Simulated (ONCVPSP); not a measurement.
**Nitrogen: generating and testing an ONCV potential**

Do these settings give a usable potential? It is generated, then checked for transferability, scattering, ghosts and hardness.

The numbers are computed with ONCVPSP 4.0.1.1 (patched build) (PBE, scalar-relativistic, spin-unpolarised reference atom).

### Step 1. The atom and the settings

Typed settings, in words:

```
element                 : nitrogen (N, Z = 7)
type                    : optimised norm-conserving Vanderbilt (ONCV)
frozen core             : [He]
valence charge          : 5
reference configuration : 2s2 2p2 (charge +1)
partial waves           : 2s: rc 1.05 bohr, ncon 5, nbas 8, qcut 6.8 1/bohr, 2 projectors, debl 1.6 Ha; 2p: rc 1.65 bohr, ncon 4, nbas 8, qcut 7.1 1/bohr, 1 projector; d scattering state at 0.15 Ha: rc 1.45 bohr, ncon 4, nbas 9, qcut 5.6 1/bohr, 2 projectors, debl 2.1 Ha
local potential         : polynomial inside 0.65 bohr (lpopt 5, dvloc0 -1 Ha)
core correction         : Teter function, fcfact 2.5, rcfact 1.5
```

The outer shells as boxes (Hund's rule for the drawing; the calculation is spin-unpolarised):

```
[He] core
2s [↑↓]
2p [↑ ][↑ ][  ]
```

### Step 2. Generation

Contents of N.dat:

```
# ATOM AND REFERENCE CONFIGURATION
# atsym  z   nc   nv     iexc    psfile
  N 7.00    1    2        4      upf
#
#   n    l    f
    1    0    2.00
    2    0    2.00
    2    1    2.00
#
# PSEUDOPOTENTIAL AND OPTIMIZATION
# lmax
    2
#
#   l,   rc,      ep,       ncon, nbas, qcut
    0    1.05    0.00    5    8    6.80
    1    1.65    0.00    4    8    7.10
    2    1.45    0.15    4    9    5.60
#
# LOCAL POTENTIAL
# lloc, lpopt,  rc(5),   dvloc0
    4    5    0.65   -1.00
#
# VANDERBILT-KLEINMAN-BYLANDER PROJECTORs
# l, nproj, debl
    0    2    1.60
    1    1    2.60
    2    2    2.10
#
# MODEL CORE CHARGE
# icmod, fcfact, rcfact
    3    2.50    1.50
#
# LOG DERIVATIVE ANALYSIS
# epsh1, epsh2, depsh
   -3.00    5.00    0.02
#
# OUTPUT GRID
# rlmax, drl
    6.00    0.01
#
# TEST CONFIGURATIONS
# ncnf
    4
# nvcnf
#   n    l    f
    2
    2    0    2.00
    2    1    3.00
#
    2
    2    0    2.00
    2    1    1.00
#
    2
    2    0    2.00
    2    1    0.00
#
    2
    2    0    0.00
    2    1    5.00
#
```

Command:

```
$ oncvpsp.x < N.dat > N.out
```

**Question.** What will these runs give? Wanted: cutoffs for 1 and 0.1 mHa per electron, occupied waves; bound ghosts; GHOST(+) flags; largest test error; largest phase difference near zero energy, channels read; rms error of d²Exc/dn², without and with the model core.

**Answer**, as computed:

| quantity | value |
| --- | --- |
| cutoffs for 1 and 0.1 mHa per electron, occupied waves | 52 Ha and 128 Ha |
| bound ghosts | none found |
| GHOST(+) flags | d at 178 eV |
| largest test error (AE − PS) | +735 meV, for 2s2 2p0 |
| largest phase difference near zero energy, channels read | 0.015 rad |
| rms error of d²Exc/dn², without and with the model core | 2.89 and 2.23 mHa |

By total energies transferability is poor: the largest error is 735 meV on 75.9 eV, for 2s2 2p0. That test lies far up in energy; among those under 40 eV, nearer to bonding, the largest error is 148 meV. By its cutoff, 52 Ha for the looser tolerance, it is hard. At the looser tolerance the 2s wave is the slowest; 2p needs 20 Ha. It is free of bound ghosts as far as tested. Near zero energy the phases of the channels with partial waves agree within 0.015 rad. The program also flags highly localised states, GHOST(+) (d).
